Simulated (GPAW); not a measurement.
# Cu3Ni (Cmmm) in GPAW: reference runs

Reference runs on Cu3Ni: the cell as given.

Everything below comes from runs of GPAW 26.7.0. Logs are shortened: lines on timing, memory, paths and dates and some standing lists are left out, and cuts for length are marked. The log counts tension as positive stress, the text compression.

### Step 1. The crystal as given

It takes space group Cmmm (No. 65, orthorhombic). The conventional cell has a = 2.632 Å, b = 4.121 Å, c = 8.246 Å, α = 90.00°, β = 90.00°, γ = 90.00°. Cu (site symmetry mm2) is surrounded by 2 Ni at 2.42 Å and 8 Cu at 2.44 to 2.63 Å. Around Cu (site symmetry mmm) lie 10 Cu at 2.44 to 2.63 Å. Ni (site symmetry mmm) is surrounded by 4 Cu at 2.42 Å and 6 Ni at 2.44 to 2.63 Å.

The cell comes from a database or a generator and needn't be the stable form of this composition.

### Step 2. Single point, PBEsol, collinear spin, ferromagnetic start

run.py

```python
from ase import Atoms
from ase.dft.bandgap import bandgap
from ase.io import write
from ase.units import Bohr, GPa
from gpaw import GPAW, PW, setup_paths
from gpaw.elf import elf_from_dft_calculation

setup_paths.insert(0, '.')

atoms = Atoms(['Cu', 'Cu', 'Cu', 'Ni'],
              cell=[[1.3161551, -2.06036076, 0.0],
                    [1.3161551, 2.06036076, 0.0],
                    [0.0, 0.0, 8.24586025]],
              scaled_positions=[[0.5, 0.5, 0.24669122],
                                [0.0, 0.0, 0.5],
                                [0.5, 0.5, 0.75330878],
                                [0.0, 0.0, 0.0]],
              pbc=True)
atoms.set_initial_magnetic_moments([0.6, 0.6, 0.6, 1.0])

calc = GPAW(mode=PW(600),
            xc='PBEsol',
            kpts={'size': (12, 12, 4), 'gamma': True},
            occupations={'name': 'fermi-dirac', 'width': 0.05},
            nbands=45,
            convergence={'density': 1e-05, 'energy': 1e-05},
            maxiter=150,
            txt='gpaw.txt')
atoms.calc = calc
energy = atoms.get_potential_energy()
forces = atoms.get_forces()
stress = atoms.get_stress()
calc.write('gs.gpw')
write('result.traj', atoms)
print(f'Energy: {energy:.6f} eV')
print('Forces (eV/A):')
print(forces.round(4))
print('Stress (GPa):', (stress / GPa).round(3))
print('Moments:', calc.get_magnetic_moments().round(3))
print('Fermi level:', round(calc.get_fermi_level(), 4), 'eV')
print(f'Gap: {bandgap(calc)[0]:.4f} eV, direct: {bandgap(calc, direct=True)[0]:.4f} eV')

# fields on the real-space grid
write('density.cube', atoms, data=calc.get_pseudo_density() * Bohr**3)
write('potential.cube', atoms, data=calc.get_electrostatic_potential())
write('spin.cube', atoms, data=(calc.get_pseudo_density(spin=0) - calc.get_pseudo_density(spin=1)) * Bohr**3)
write('elf.cube', atoms, data=elf_from_dft_calculation(calc).data)
```

Potentials or basis: PAW data sets generated in the run's folder for this functional, pw.

Launch:

```
$ gpaw-setup -f PBEsol Cu Ni
$ OMP_NUM_THREADS=1 python run.py
```

gpaw.txt:

```text
__  _  _
 | _ |_)|_||  |
 |__||  | ||/\| - 26.7.0

Input parameters:
  mode=PW(ecut=600.0),
  convergence={'density': 1e-05, 'energy': 1e-05},
  kpts=MonkhorstPack(size=(12, 12, 4), gamma=True),
  maxiter=150,
  nbands=45,
  occupations=Occupations(name='fermi-dirac', width=0.05),
  xc=XC(name='PBEsol')

Diagonalizing LCAO Hamiltonian
Converting LCAO to pw mode

          Cu

       Cu

          Cu

       Ni

Atoms  # Å, Bohr magnetons
|   | symbol |        x |        y |        z |    initial magnetic moments |
|---|--------|----------|----------|----------|-----------------------------|
| 0 |     Cu | 1.316155 | 0.000000 | 2.034181 | ( 0.0000,  0.0000,  0.6000) |
| 1 |     Cu | 0.000000 | 0.000000 | 4.122930 | ( 0.0000,  0.0000,  0.6000) |
| 2 |     Cu | 1.316155 | 0.000000 | 6.211679 | ( 0.0000,  0.0000,  0.6000) |
| 3 |     Ni | 0.000000 | 0.000000 | 0.000000 | ( 0.0000,  0.0000,  1.0000) |

Unit cell  # Å
| periodic |        x |         y |        z |  lengths |     angles |
|----------|----------|-----------|----------|----------|------------|
|      yes | 1.316155 | -2.060361 | 0.000000 | 2.444862 |  90.000000 |
|      yes | 1.316155 |  2.060361 | 0.000000 | 2.444862 |  90.000000 |
|      yes | 0.000000 |  0.000000 | 8.245860 | 8.245860 | 114.859252 |

Number of symmetries: 8
Symmetry operations  # r_c * U_cc + t_c -> r_c
|   | kind |            matrix            |
|---|------|------------------------------|
| 0 |  E   |  1, 0, 0,  0, 1, 0,  0, 0, 1 |
| 1 |  σ   |  1, 0, 0,  0, 1, 0,  0, 0,-1 |
| 2 |  σ   |  0, 1, 0,  1, 0, 0,  0, 0, 1 |
| 3 |  C2  |  0, 1, 0,  1, 0, 0,  0, 0,-1 |
| 4 |  σ   |  0,-1, 0, -1, 0, 0,  0, 0, 1 |
| 5 |  C2  |  0,-1, 0, -1, 0, 0,  0, 0,-1 |
| 6 |  C2  | -1, 0, 0,  0,-1, 0,  0, 0, 1 |
| 7 |  i   | -1, 0, 0,  0,-1, 0,  0, 0,-1 |

BZ-sampling:
  Number of BZ points: 576
  Number of IBZ points: 129

  Monkhorst-Pack size: [12, 12, 4]
  Monkhorst-Pack shift: [0.041666666666666664, 0.041666666666666664, 0.125]

K-points  # in reciprocal-cell coordinates
|     |                                coordinates |     weight |
|-----|--------------------------------------------|------------|
|   0 | ( -0.00000000,  -0.00000000,   0.00000000) | 0.00173611 |
|   1 | ( -0.00000000,  -0.00000000,   0.25000000) | 0.00347222 |
|   2 | ( -0.00000000,  -0.00000000,   0.50000000) | 0.00173611 |
|   3 | (  0.08333333,  -0.08333333,   0.00000000) | 0.00347222 |
|   4 | (  0.08333333,  -0.08333333,   0.25000000) | 0.00694444 |
|   5 | (  0.08333333,  -0.08333333,   0.50000000) | 0.00347222 |
|   6 | (  0.08333333,  -0.00000000,   0.00000000) | 0.00694444 |
|   7 | (  0.08333333,  -0.00000000,   0.25000000) | 0.01388889 |
|   8 | (  0.08333333,  -0.00000000,   0.50000000) | 0.00694444 |
|   9 | (  0.08333333,   0.08333333,   0.00000000) | 0.00347222 |
| ... |                                            |            |
| 128 | (  0.50000000,   0.50000000,   0.50000000) | 0.00173611 |

Plane wave coefficients: 1522
Cutoff: 600.0 eV

Spin-components: 2 (collinear spins)
Bands:           45
Projectors:      24
Spin-degeneracy: 1
Datatype:        complex128

Parallelization:
  kpt:    1
  domain: 1
  band:   1

Density:
  Valence electrons: 49.0
  Components: 2
  Grid points: [14 14 48]
  Charge: 0.0  # |e|

Potential:
  Grid points: [14 14 48]

species:
  Cu:
    name:    Copper
    Z:       29.0
    valence: 11
    core:    18
    charge:  0.0  # [|e|]
    compensation charges:
      type: gauss
      rc: 0.33  # [Å]
      lmax: 2
    cutoffs:
      filter: 2.06  # [Å]
      core: 2.43  # [Å]
    projectors
    | kind |    occ | energy [eV] | rcut [Å] |
    |------|--------|-------------|----------|
    |   4s |  1.000 |      -4.607 |    1.164 |
    |   4p |  0.000 |      -0.637 |    1.164 |
    |   3d | 10.000 |      -5.060 |    1.058 |
    |    s |        |      22.604 |    1.164 |
    |    p |        |      26.574 |    1.164 |
    |    d |        |      22.151 |    1.058 |

    Using partial waves for Cu as LCAO basis

  Ni:
    name:    Nickel
    Z:       28.0
    valence: 16
    core:    12
    charge:  0.0  # [|e|]
    compensation charges:
      type: gauss
      rc: 0.36  # [Å]
      lmax: 2
    cutoffs:
      filter: 2.14  # [Å]
      core: 1.98  # [Å]
    projectors
    | kind |    occ | energy [eV] | rcut [Å] |
    |------|--------|-------------|----------|
    |   4s |  2.000 |      -5.661 |    1.164 |
    |   3p |  6.000 |     -71.261 |    1.207 |
    |   4p |  0.000 |      -1.193 |    1.207 |
    |   3d |  8.000 |      -8.901 |    1.138 |
    |    s |        |      21.550 |    1.164 |
    |    d |        |      18.310 |    1.138 |

    Using partial waves for Ni as LCAO basis

Reference energy: -176286.030300  # eV

eigensolver:
  PPCG
  Converge bands: occupied
  niter=2

density mixing:
  MSR1-Mixer
  Pratt-step length: 0.05
  Maximum mixing coefficient: 0.75
  Old densities: 10
  SVD Regularization: 0.005
  Good broyden scale: 1.0
  Trust region scale: 1.0
  Backstep threshold: 4.0
  History deletion threshold: 6.0
  Fourier metric: weight=20.0, sigma=0.015

occupation numbers:
  Fermi-Dirac:
    width: 0.0500  # eV

poisson solver:
  ecut: 4800.0  # eV

xc functional:
  name: PBEsol with 2 nearest neighbor stencil

convergence criteria:
- Maximum integral of absolute [dens]ity change: 1e-05 electrons / valence electron
- Maximum [total energy] change in last 3 cyles: 1e-05 eV / valence electron
- Maximum integral of absolute [eigenst]ate change: 4e-08 eV^2 / valence electron
maximum number of iterations: 150

SCF iterations
|iter     | |      energy | eigst |  dens |  magmom |
|---------|-|-------------|-------|-------|---------|
|iter:   1| |  -28.338409 | +0.32 |       |  +2.7820|
|iter:   2| |  -22.071377 | -1.56 | -0.72 |  +2.6583|
|iter:   3| |  -20.757188 | -1.90 | -0.88 |  +2.3486|
|iter:   4| |  -20.366115 | -2.68 | -1.14 |  +2.1963|
|iter:   5| |  -20.310837 | -2.92 | -1.20 |  +1.8002|
|iter:   6| |  -20.470586 | -3.00 | -1.42 |  +1.2663|
|iter:   7| |  -20.438966 | -3.35 | -1.47 |  +0.7658|
|iter:   8| |  -20.446071 | -3.46 | -1.77 |  +0.2403|
|iter:   9| |  -20.450359 | -4.48 | -2.26 |  +0.0920|
|iter:  10| |  -20.451513 | -4.20 | -2.21 |  +0.0225|
|iter:  11| |  -20.451453 | -4.40 | -2.33 |  +0.0798|
|iter:  12| |  -20.451705c| -5.30 | -2.64 |  +0.0552|
|iter:  13| |  -20.451998 | -5.36 | -2.97 |  +0.0228|
|iter:  14| |  -20.452022c| -5.65 | -3.13 |  +0.0182|
|iter:  15| |  -20.452037c| -6.36 | -3.34 |  +0.0034|
|iter:  16| |  -20.452079c| -7.07 | -3.67 |  -0.0011|
|iter:  17| |  -20.452061c| -7.46c| -4.03 |  +0.0014|
|iter:  18| |  -20.452065c| -8.65c| -4.49 |  +0.0010|
|iter:  19| |  -20.452064c| -7.82c| -4.95 |  +0.0007|
|iter:  20| |  -20.452064c| -7.90c| -5.20c|  +0.0001|

Converged in 20 steps
Energy contributions relative to reference atoms: (reference = -176286.030300)

Energy contributions:
  Kinetic:         -33.718125
  Coulomb:          28.050382
  Zero:              0.264524
  External:          0.000000
  Xc:              -15.041445
  Entropy:          -0.014801
  Spinorbit:         0.000000
  ----------------------------
  Free energy:     -20.459465
  Extrapolated:    -20.452064

dipole moment: (-11.137268, -0.000000, -16.845202)  # |e|*Ang

Total magnetic moment: (0.000000, 0.000000, 0.000070)

Local magnetic moments
|        x |        y |         z |
|----------|----------|-----------|
| 0.000000 | 0.000000 | -0.000006 |  # Cu   0
| 0.000000 | 0.000000 | -0.000006 |  # Cu   1
| 0.000000 | 0.000000 | -0.000006 |  # Cu   2
| 0.000000 | 0.000000 |  0.000035 |  # Ni   3

Fermi level: 8.337
Eigenvalues  # (at kpt = [-0.000, -0.000, 0.000])
| band index |      eig [eV] | occ [0-1] |      eig [eV] | occ [0-1] |
|------------|---------------|-----------|---------------|-----------|
|          0 |       -54.784 |     1.000 |       -54.784 |     1.000 |
|        ... |               |           |               |           |
|         19 |         6.336 |     1.000 |         6.336 |     1.000 |
|         20 |         6.368 |     1.000 |         6.368 |     1.000 |
|         21 |         6.406 |     1.000 |         6.406 |     1.000 |
|         22 |         6.506 |     1.000 |         6.506 |     1.000 |
|         23 |         7.212 |     1.000 |         7.212 |     1.000 |
|         24 |         7.338 |     1.000 |         7.338 |     1.000 |
[... 8 lines left out ...]
|         33 |        31.150 |     0.000 |        31.150 |     0.000 |
|         34 |        32.401 |     0.000 |        32.401 |     0.000 |
|        ... |               |           |               |           |
|         44 |        36.359 |     0.000 |        36.416 |     0.000 |

No gap
No difference between direct/indirect transitions

Forces  # eV/Ang
|       x |       y |        z |
|---------|---------|----------|
| 0.00000 | 0.00000 |  0.01734 |  # Cu   0
| 0.00000 | 0.00000 |  0.00000 |  # Cu   1
| 0.00000 | 0.00000 | -0.01734 |  # Cu   2
| 0.00000 | 0.00000 |  0.00000 |  # Ni   3

Stress tensor  # eV/Ang^3
|         x |        y |         z |
|-----------|----------|-----------|
| -0.008879 | 0.000000 |  0.000000 |
|  0.000000 | 0.001831 |  0.000000 |
|  0.000000 | 0.000000 | -0.005001 |

# Writing to gs.gpw (mode='')
```

It took 7.6 min on 1 thread of Arm Neoverse V2, shared host; peak memory 0.49 GiB.

Results:

- Free energy: -20.4595 eV
- Pressure: 0.6 GPa
- Largest force: 0.017 eV/Å
- Band gap on the k mesh: none (metal or under the smearing width)
- Net moment: 0.00 μB per cell

Forces on the atoms (eV/Å):
```
Cu   0.000  0.000  0.017
Cu   0.000  0.000  0.000
Cu   0.000  0.000 -0.017
Ni   0.000  0.000  0.000
```

Caveat: with this Cu data set, volumes or pressures lay over 1.5 % or 2 GPa off other programs in two to four cells of ten; the stock nickel data set gives pressures a few GPa off other programs.
